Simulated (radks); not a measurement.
# Ionising zirconium step by step, Zr²⁰⁺ to Zr³⁹⁺

An exercise on one series of results from a longer session: the logs are not shown, and one member is left open.

Method: Dirac Kohn-Sham, exchange-only PBE, spin-unpolarised, spherical densities, finite nucleus; open shells fill j = l - 1/2 first. Code: radks (a radial shooting solver on a logarithmic mesh, Libxc functionals) version 1.

**The atom as given**

```
element             : zirconium (Z = 40)
charges             : 20 to 39
first configuration : [Ar] 3d2
last configuration  : 1s1
```

The first run:

Input:

```text
Z 40
configuration [Ar] 3d2
relativity Dirac
functional pbe,
spin unpolarised
j_filling energy
nucleus finite rms 4.2694 fm
c 137.035999084
```

Among the steps run: Zr²⁰⁺, [Ar] 3d2.

One table of the session follows, with a row left open; its other results are not shown here.

It belongs to the step «Zr²⁰⁺, [Ar] 3d2». Radial moments (bohr):

| level | <r> | outermost maximum (interpolated) | 90 % within | nodes |
| --- | --- | --- | --- | --- |
| 2s1/2 | 0.1614 | 0.137 | 0.249 | 1 |
| 2p1/2 | 0.1378 | 0.107 | 0.225 | 0 |
| 2p3/2 | 0.1421 | 0.110 | 0.231 | 0 |
| 3s1/2 | 0.4196 | 0.388 | 0.613 | 2 |
| 3p1/2 | 0.4076 | 0.372 | 0.607 | 1 |
| 3p3/2 | 0.4151 | 0.380 | 0.618 | 1 |
| 3d3/2 | 0.3745 | 0.310 | 0.580 | 0 |
| 3d5/2 | ? | ? | ? | ? |

**Question.** Estimate the row for 3d5/2.

As computed: <r>: 0.3768; outermost maximum (interpolated): 0.312; 90 % within: 0.582; nodes: 0. In the column «<r>» it lies between 3d3/2 (0.3745) and 3p1/2 (0.4076).

Caveats from the session: Spin polarisation and multiplet splitting are left out, so open shells lie too high by an amount that depends on their filling.
